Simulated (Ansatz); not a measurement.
Task: a single point in a Gaussian basis of CH₅FGeSSi, SMILES F[Si]1([GeH3])CS1, with Ansatz's Python interface. Give the script and its output. Use: Hartree-Fock, cc-pVDZ basis, multiplicity 1.

```yaml
atoms:
  - { symbol: F, position_ang: [-2.3809, 0.1022, 0.4504] }
  - { symbol: Si, position_ang: [-0.7876, 0.1989, 0.0738] }
  - { symbol: Ge, position_ang: [0.5725, -1.5597, 0.6178] }
  - { symbol: C, position_ang: [0.0124, 1.7557, -0.5721] }
  - { symbol: S, position_ang: [-0.4776, 0.7745, -2.0466] }
  - { symbol: H, position_ang: [0.5215, -1.8070, 2.1558] }
  - { symbol: H, position_ang: [2.0896, -1.2014, 0.2479] }
  - { symbol: H, position_ang: [0.1988, -2.8127, -0.1465] }
  - { symbol: H, position_ang: [1.0356, 1.8569, -0.3641] }
  - { symbol: H, position_ang: [-0.7013, 2.6414, -0.4136] }
```

`run_energy.py`:
```python
"""Single point of CH5FGeSSi."""

from pathlib import Path

import ansatz as az
import numpy as np

geometry_ang = [
    ("F", [-2.3809, 0.1022, 0.4504]),
    ("Si", [-0.7876, 0.1989, 0.0738]),
    ("Ge", [0.5725, -1.5597, 0.6178]),
    ("C", [0.0124, 1.7557, -0.5721]),
    ("S", [-0.4776, 0.7745, -2.0466]),
    ("H", [0.5215, -1.807, 2.1558]),
    ("H", [2.0896, -1.2014, 0.2479]),
    ("H", [0.1988, -2.8127, -0.1465]),
    ("H", [1.0356, 1.8569, -0.3641]),
    ("H", [-0.7013, 2.6414, -0.4136]),
]
mol = az.Crystal.molecule()
for symbol, xyz in geometry_ang:
    mol = mol.atom(symbol, xyz)

job = (
    mol.calculation()
    .basis(gaussian="cc-pVDZ")
    .functional("HF")
    .forces()
    .orbitals()
)
res = job.run(threads=1, runs_dir="ch5fgessi_runs")
r = res.report

print(f"E = {r['free_energy_ev']:.6f} eV = {r['free_energy_ev'] / 27.211386246:.7f} Ha")
print("converged:", r["converged"], " doubts:", r["published_state_doubts"] or "none")

state = r["mean_field"]["state"]
print(f"mean field: {state['energy']['hartree']:.7f} Ha, <S^2> = {abs(state['spin_squared']):.4f}, stability: {state.get('stability', {}).get('kind')}")

symbols = [site.symbol for site in mol.cartesian_sites]
forces = np.array(r["forces_ev_ang"])
print("largest force", round(float(np.linalg.norm(forces, axis=1).max()), 4), "eV/A, rms", round(float(np.sqrt((forces ** 2).mean())), 4))

charges = r["charge_distribution"]
print("dipole moment", round(4.803205 * float(np.linalg.norm(charges["dipole_moment_e_ang"])), 3), "D")
print("Mulliken:", [(s, round(q, 3)) for s, q in zip(symbols, charges["mulliken_charges_e"])])

lines = Path(r["orbitals_path"]).read_text().splitlines()
field_of = lambda key: [line.split("=")[1].strip() for line in lines if line.startswith(key)]
orbitals = [(27.211386 * float(e), s, float(n)) for e, s, n in zip(field_of("Ene="), field_of("Spin="), field_of("Occup="))]
homo = max(e for e, _, n in orbitals if n > 0.5)
lumo = min(e for e, _, n in orbitals if n < 0.5)
for e, spin, n in sorted(orbitals):
    if homo - 10 < e < lumo + 5:
        print(f"{spin:6s} {e:10.3f} eV  occupation {n:.0f}")
```

Output of `python run_energy.py`:
```text
E = -78968.775343 eV = -2902.0489669 Ha
converged: True  doubts: none
mean field: -2902.0489669 Ha, <S^2> = 0.0000, stability: minimum
largest force 4.1095 eV/A, rms 1.1594
dipole moment 3.081 D
Mulliken: [('F', -0.428), ('Si', 0.745), ('Ge', 0.288), ('C', -0.269), ('S', -0.291), ('H', -0.094), ('H', -0.072), ('H', -0.07), ('H', 0.083), ('H', 0.108)]
Alpha     -18.292 eV  occupation 2
Alpha     -18.205 eV  occupation 2
Alpha     -16.850 eV  occupation 2
Alpha     -16.267 eV  occupation 2
Alpha     -13.545 eV  occupation 2
Alpha     -13.329 eV  occupation 2
Alpha     -13.096 eV  occupation 2
Alpha     -11.498 eV  occupation 2
Alpha      -9.932 eV  occupation 2
Alpha      -9.560 eV  occupation 2
Alpha       2.202 eV  occupation 0
Alpha       2.826 eV  occupation 0
Alpha       3.727 eV  occupation 0
Alpha       4.268 eV  occupation 0
Alpha       4.927 eV  occupation 0
Alpha       5.161 eV  occupation 0
Alpha       5.826 eV  occupation 0
Alpha       6.221 eV  occupation 0
Alpha       6.653 eV  occupation 0
```

Reading the output:
- Total energies depend on the basis set; only differences at equal settings carry meaning.
- The geometry is a force-field or estimated start, not a minimum of this method, and the basis set is short of its limit.
- Alpha marks a spatial orbital of a restricted run, filled by both spins.
- Levels such as HOMO and LUMO are orbital energies: in Hartree-Fock the gap is too wide and the LUMO hangs on the basis.
- The whole script took 4.4 s on 1 thread of Arm Neoverse V2 (shared host), peak memory 0.34 GiB.

(A comment or docstring line of the script was reworded after the run, the code is as it ran; lines on the test bed's own set-up are left out of the output.)
